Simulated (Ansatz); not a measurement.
# SrSi3Au: from the listed structure to its properties

One table from this session's results is given with a row withheld; the runs are named, their logs left out.

Method: DFT PBEsol, scalar-relativistic, plane waves, PAW, in Ansatz 0.2.0.

## The starting structure

It takes space group I4mm (No. 107, tetragonal). Conventional cell: a = 4.428 Å, b = 4.428 Å, c = 9.910 Å, α = 90.00°, β = 90.00°, γ = 90.00°. Sr (site symmetry 4mm) has 13 Si at 3.27 to 3.76 Å and 5 Au at 3.40 to 3.63 Å in its first shell of neighbours. Around Si (site symmetry 4mm) lie 1 Au at 2.52 Å and 4 Si at 2.53 Å and 5 Sr at 3.35 to 3.76 Å. Si (site symmetry 2mm) has 2 Au at 2.53 Å and 2 Si at 2.53 Å and 4 Sr at 3.27 to 3.37 Å in its first shell of neighbours. Around Au (site symmetry 4mm) lie 5 Si at 2.52 to 2.53 Å.

Coordinates:

```
CELL_PARAMETERS angstrom
-2.21381 2.21381 4.95485
2.21381 -2.21381 4.95485
2.21381 2.21381 -4.95485
ATOMIC_POSITIONS crystal
Sr 0.99907 0.99907 0.00000
Si 0.37854 0.37854 0.00000
Si 0.25583 0.75583 0.50000
Si 0.75583 0.25583 0.50000
Au 0.63324 0.63324 0.00000
```

Source of the structure: the Materials Project (structure only).

Set-up of the first run:

(A quick probe on a coarse mesh, which set the mesh and smearing, is not shown.)

The input, input.yaml:

```yaml
crystal:
  lattice:
    - [-2.2138102, 2.2138102, 4.95485049]
    - [2.2138102, -2.2138102, 4.95485049]
    - [2.2138102, 2.2138102, -4.95485049]
  atoms:
    - { symbol: Sr, position: [0.99907189, 0.99907189, 0.0] }
    - { symbol: Si, position: [0.3785386, 0.3785386, 0.0] }
    - { symbol: Si, position: [0.25582734, 0.75582734, 0.5] }
    - { symbol: Si, position: [0.75582734, 0.25582734, 0.5] }
    - { symbol: Au, position: [0.63323584, 0.63323584, 0.0] }
basis:
  ecutwfc: 420
kpoints:
  mp_grid: { grid: [12, 12, 12] }
hamiltonian:
  xc: pbesol
scf:
  occupations: { method: gaussian, width: 0.1 }
output:
  forces: true
  stress: true
  eigenvalues: true
  write_density: true
  write_potential: true
  elf: true
  volumetric_format: npy
relax:
  adjacent_minimum: "off"
  f_tol: 0.005
  max_steps: 80
  cell: { stress_tol: 0.05 }
```

The run is started by

```bash
$ ansatz run input.yaml --threads 2 --pin off --max-ram 5120MiB --backend cpu --events-out ev --progress --plain --runs-dir out
```

Steps of the session up to this table: The relaxation; Electronic structure at the relaxed geometry; The cell scaled to 0.97 of its volume; Volume × 1.03; The cell scaled to 0.94 of its volume; The cell scaled to 1.06 of its volume.

One table of the session follows, with a row left open; its other results are not shown here.

It belongs to the step «Fit of the equation of state». 

```
volume (Å³/atom)  energy above the lowest point (meV/atom)  pressure (GPa)
          17.886                                      22.0            6.53
          18.457                                       5.2            2.98
          19.028                                       0.0           -0.01
          19.598                                         ?               ?
          20.169                                      17.5           -4.66
```

**Question.** Estimate the row for volume (Å³/atom) = 19.598.

Worked estimate for «energy above the lowest point (meV/atom)». A straight line through the neighbours (19.028, 0.0) and (20.169, 17.5) gives 0.0 + (17.5 − 0.0) × (19.598 − 19.028) / (20.169 − 19.028) = 8.7; a parabola fitted to 3 rows on both sides gives 4.1.

As computed: energy above the lowest point (meV/atom): 4.6; pressure (GPa): -2.54. In «energy above the lowest point (meV/atom)» the line misses by +4.1 and the parabola by -0.5.

To keep in mind: The projections leave out shells that the potentials don't hold, such as empty d states.
